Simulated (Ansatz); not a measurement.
**SnSe2: biaxial against axial strain**

The task, for SnSe2: map the energy over biaxial and axial strain.

The COD entry's cell or inner coordinates are ideal or old and differ from later refinements, so a difference from it is no clean test against experiment.

Method: DFT PBE+D3(BJ), scalar-relativistic, plane waves, PAW, in Ansatz 0.2.0.

## 1. Starting point

Symmetry: P-3m1, No. 164, trigonal system. The conventional cell has a = 3.811 Å, b = 3.811 Å, c = 6.137 Å, α = 90.00°, β = 90.00°, γ = 120.00°. Around Sn (site symmetry -3m) lie 6 Se at 2.68 Å. Se (site symmetry 3m) is surrounded by 3 Sn at 2.68 Å.

Coordinates:

```xyz
3
Lattice="3.8110 0.0000 0.0000 -1.9055 3.3004 0.0000 0.0000 0.0000 6.1370" Properties=species:S:1:pos:R:3 pbc="T T T"
Sn    0.0000    0.0000    0.0000
Se    0.0000    2.2003    1.5342
Se    1.9055    1.1001    4.6027
```

The cell is taken as given, not relaxed at this level.

## 2. The scan: biaxial against axial strain

The cell is strained by p along both x and y and by q along z, with fractional coordinates fixed.

## 3. Point p = -0.080, q = -0.080

File input.yaml:

```yaml
crystal:
  lattice:
    - [3.506118879, 0.0, 0.0]
    - [-1.7530594395, 3.0363880179, 0.0]
    - [0.0, 0.0, 5.64604]
  atoms:
    - { symbol: Sn, position: [0.0, 0.0, 0.0] }
    - { symbol: Se, position: [0.3333333333, 0.6666666667, 0.25] }
    - { symbol: Se, position: [0.6666666667, 0.3333333333, 0.75] }
basis:
  ecutwfc: 420
kpoints:
  mp_grid: { grid: [9, 9, 6] }
hamiltonian:
  xc: pbe
  dispersion: d3bj
scf:
  occupations: { method: gaussian, width: 0.05 }
output:
  forces: true
  stress: true
  eigenvalues: true
```

Further runs follow: p = -0.080, q = 0.000; point p = -0.080, q = 0.080; point p = 0.000, q = -0.080; At p = 0.000, q = 0.080; At p = 0.080, q = -0.080; At p = 0.080, q = 0.000; At p = 0.080, q = 0.080; point p = -0.080, q = -0.040; At p = -0.080, q = 0.040; point p = -0.040, q = -0.080; point p = -0.040, q = 0.000; At p = -0.040, q = 0.080.

Q: Predict the outcome of this session. Wanted: highest point; lowest point away from the origin.

As calculated:

```
                         quantity                                        value
                    highest point  580.7 meV/atom at (p, q) = (-0.080, -0.080)
lowest point away from the origin               3.3 meV/atom at (0.000, 0.080)
```

The undisturbed cell is the lowest computed point. At |p| = |q| = 0.080, points where p and q have the same sign cost 364.0 meV/atom on average, those of opposite sign 125.9: stretching in the plane is cheaper with a contraction along z. The gap on the mesh runs from 0.00 to 0.91 eV over the map.

Counted by bands, a gap of 0.02 eV stays open on the mesh in one run that reads as metallic: the smearing reaches across it.
